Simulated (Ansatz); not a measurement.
# Mg4H: the cost of one run

Program: Ansatz 0.2.0. Level of theory: DFT PBEsol, scalar-relativistic, plane waves, PAW. These are calculated values, not measurements.

2 further runs of the same task are left out: 2 set aside as unsound or not needed.

### 1 The starting structure

The structure is trigonal, space group P3m1 (No. 156). The conventional cell has a = 3.184 Å, b = 3.184 Å, c = 24.708 Å, α = 90.00°, β = 90.00°, γ = 120.00°. Around Mg (site symmetry 3m) lie 9 Mg at 3.16 to 3.18 Å. Mg (site symmetry 3m) has 12 Mg at 3.12 to 3.18 Å as nearest neighbours. Mg (site symmetry 3m) has 12 Mg at 3.12 to 3.19 Å as nearest neighbours. Mg (site symmetry 3m) has 9 Mg at 3.18 to 3.19 Å as nearest neighbours.

Coordinates:

```
CELL_PARAMETERS angstrom
3.18370 0.00000 0.00000
-1.59185 2.75717 0.00000
0.00000 0.00000 24.70819
ATOMIC_POSITIONS crystal
Mg 0.66667 0.33333 0.34402
Mg 0.33333 0.66667 0.44817
Mg 0.66667 0.33333 0.55024
Mg 0.33333 0.66667 0.65563
```

Miller indices refer to the conventional cell of the relaxed bulk, R-3m (No. 166): a = 3.184 Å, b = 3.184 Å, c = 23.125 Å, α = 90.00°, β = 90.00°, γ = 120.00°.

This (001) slab, 7.7 Å thick as cut, with 17 Å of vacuum; its outer planes are Mg (top) and Mg (bottom), was relaxed beforehand with its lower half held: -7647.4684 eV, work function 3.86 eV.

### 2 H moved by +0.30 Å along the normal

The adatom is now moved up and down over its best place, with everything held.

A dipole layer in the vacuum cancels the field that periodic copies would set up if the slab's two faces differ.

input.yaml

```yaml
crystal:
  lattice:
    - [3.183702337, 0.0, 0.0]
    - [-1.5918511685, 2.7571671019, 0.0]
    - [0.0, 0.0, 26.7081898776]
  atoms:
    - { symbol: Mg, position: [0.6666666667, 0.3333333333, 0.3182544395] }
    - { symbol: Mg, position: [0.3333333333, 0.6666666666, 0.4146106426] }
    - { symbol: Mg, position: [0.6666666667, 0.3333333333, 0.5090329198] }
    - { symbol: Mg, position: [0.3333333333, 0.6666666666, 0.6065324327] }
    - { symbol: H, position: [0.3333333333, 1.1666666666, 0.655895019] }
basis:
  ecutwfc: 420
kpoints:
  mp_grid: { grid: [9, 9, 1] }
hamiltonian:
  xc: pbesol
scf:
  occupations: { method: gaussian, width: 0.1 }
output:
  forces: true
  stress: true
  eigenvalues: true
  write_density: true
  write_potential: true
  elf: true
  volumetric_format: npy
efield:
  axis: 3
  dipole_correction: true
  ramp_width: 0.04
```

The run is started by

```
$ ansatz run input.yaml --threads 1 --pin off --max-ram 3072MiB --backend cpu --events-out ev --progress --plain --runs-dir out
```

Q: Estimate wall time and peak memory on 1 thread of an Arm CPU, shared host.

About 18 s, with a peak of 0.43 GiB.
